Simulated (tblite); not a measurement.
# C5H10FPSi: the cost of one run

Computed with tblite 0.8.0 and PySCF 2.14.0, with density-fitted response routines of our own, on a single molecule in the gas phase. Atoms count from 0, in the outputs and in this text.

### 1 The starting structure

18 atoms, charge 0, multiplicity 1; geometry from: force field or distance geometry start.

Bonds of the start (Å): C0–C1 1.31, C1–C2 1.46, C2–C3 1.30, C3–F4 1.37, C3–Si5 1.84, Si5–C6 1.87, Si5–P7 2.21, C0–H8 1.08, C0–H9 1.09, C1–H10 1.09, C2–H11 1.09, Si5–H12 1.48, C6–H13 1.13, C6–H14 1.12, C6–H15 1.10, P7–H16 1.46, P7–H17 1.47.

### 2 Optimising the geometry with GFN2-xTB

The job: settings as JSON, then the geometry in Å.

```
{"job": {"kind": "relax", "xc": "GFN2-xTB", "basis": "xTB"}, "charge": 0, "multiplicity": 1}
C     -3.455000     1.308800     0.236900
C     -2.596700     0.369700    -0.071600
C     -1.206500     0.352800     0.374000
C     -0.333300    -0.560300     0.079600
F     -0.714500    -1.636100    -0.675800
Si     1.398700    -0.474800     0.695000
C      2.356100    -1.824000    -0.170500
P      2.272800     1.532500     0.364200
H     -4.468700     1.244000    -0.121600
H     -3.096600     2.127000     0.858100
H     -2.967900    -0.453800    -0.680300
H     -0.884900     1.187900     0.987600
H      1.416000    -0.744200     2.147700
H      2.563400    -1.520100    -1.234000
H      1.642900    -2.685300    -0.231700
H      3.272600    -2.106500     0.373700
H      3.486700     1.464200    -0.442100
H      1.306100     2.424500    -0.295100
```

Started as:

```console
$ OMP_NUM_THREADS=1 python probes_run.py task.json out
```

The driver reads the jobs from task.json and runs them one after another.

**Question.** How long does this first job take on 1 thread of Arm Neoverse V1, shared host, and how much memory does it need?

About 1.5 s, with a peak of 0.18 GiB.
